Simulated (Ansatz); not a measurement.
BaMnO3, space group Pm-3m: relaxations under a series of pressures, run with Ansatz 0.2.0 through its Python package.

The script reads `bamno3.cif`:
```cif
data_BaMnO3
_cell_length_a 4.033313
_cell_length_b 4.033313
_cell_length_c 4.033313
_cell_angle_alpha 90.00000
_cell_angle_beta 90.00000
_cell_angle_gamma 90.00000
_symmetry_space_group_name_H-M 'P 1'
_symmetry_Int_Tables_number 1
loop_
_symmetry_equiv_pos_as_xyz
'x, y, z'
loop_
_atom_site_label
_atom_site_type_symbol
_atom_site_fract_x
_atom_site_fract_y
_atom_site_fract_z
Ba1 Ba    0.500000    0.500000    0.500000
Mn2 Mn    0.000000    0.000000    0.000000
O3 O    0.500000    0.000000    0.000000
O4 O    0.000000    0.500000    0.000000
O5 O    0.000000    0.000000    0.500000
```

`run_compress.py`
```python
"""Volume and enthalpy of BaMnO3 against pressure."""

import warnings

import ansatz as az
from ase.io import read
import numpy as np

def edges_and_angles(cell):
    cell = np.asarray(cell)
    a, b, c = np.linalg.norm(cell, axis=1)
    cosines = cell[1] @ cell[2] / (b * c), cell[0] @ cell[2] / (a * c), cell[0] @ cell[1] / (a * b)
    return (a, b, c, *np.degrees(np.arccos(cosines)))

warnings.simplefilter("ignore", az.DeckWarning)

atoms = read("bamno3.cif")
xtal = az.Crystal.from_ase(atoms).moments(Mn=2.8)

setup = (
    xtal.calculation()
    .spin("collinear")
    .functional("pbesol")
    .kpoints(5)  # sampling of the Brillouin zone
    .occupations("gaussian", width=150 * az.meV)
)

# H = F + PV, with 1 GPa A^3 = 1/160.21766 eV
rows = []
for pressure in [0, 10, 20, 30, 40]:
    outcome = setup.relax(cell=True, pressure=pressure).run(threads=1)
    cell = outcome.lattice.cell_ang
    n_atoms = len(outcome.lattice.sites)
    volume = abs(np.linalg.det(cell)) / n_atoms
    enthalpy = outcome.report["free_energy_ev"] / n_atoms + pressure * volume / 160.21766
    rows.append((pressure, volume, enthalpy, *edges_and_angles(cell)))
    print(f"{pressure} GPa done: {volume:.4f} A^3/atom")

print(" P (GPa)  V (A^3/atom)  H (eV/atom)     a       b       c")
for row in rows:
    print("{:8.1f} {:12.4f} {:14.5f} {:7.4f} {:7.4f} {:7.4f}".format(*row[:6]))
p, v = np.array([row[0] for row in rows], float), np.array([row[1] for row in rows])
print("mean bulk modulus between rows (GPa):", np.round(-np.diff(p) / np.diff(np.log(v)), 1))
```

From its runs, with one value withheld:

| P (GPa) | relaxed V (Å³/atom) |
| --- | --- |
| 0 | 11.681 |
| 10 | 11.092 |
| 20 | 10.599 |
| 30 | ? |
| 40 | 9.922 |

What volume does the cell relax to at 30 GPa?

Murnaghan's form V = V0 (1 + B' P / B0)^(-1/B') through the 4 rows shown gives V0 = 11.683 Å³, B0 = 167.5 GPa and B' = 4.36, and so 10.235 Å³ an atom at 30 GPa. The run gave 10.228 Å³, 0.07 % away.

What to keep in mind:
- The magnetic order follows from the starting moments and needn't be the lowest.
- At a fixed pressure a relaxation lowers the enthalpy F + PV, while F alone can rise.
- For a metal this k-point mesh is coarse: on a finer one energies can move by several to tens of meV an atom and pressures by half a GPa or more, differences at one mesh by less.
- With one magnetic atom the cell can hold only ferromagnetic order.
- Without a Hubbard U or exact exchange, semilocal functionals often make such 3d compounds metallic or too weakly gapped.
- This cell is a computed structure, which may not be the phase found in nature.
- Symmetry holds the cell in this phase, whether or not it is the stable one at each pressure.
- It ran for 120 s on 1 thread of Arm Neoverse V1 (shared host), peak memory 0.49 GiB.
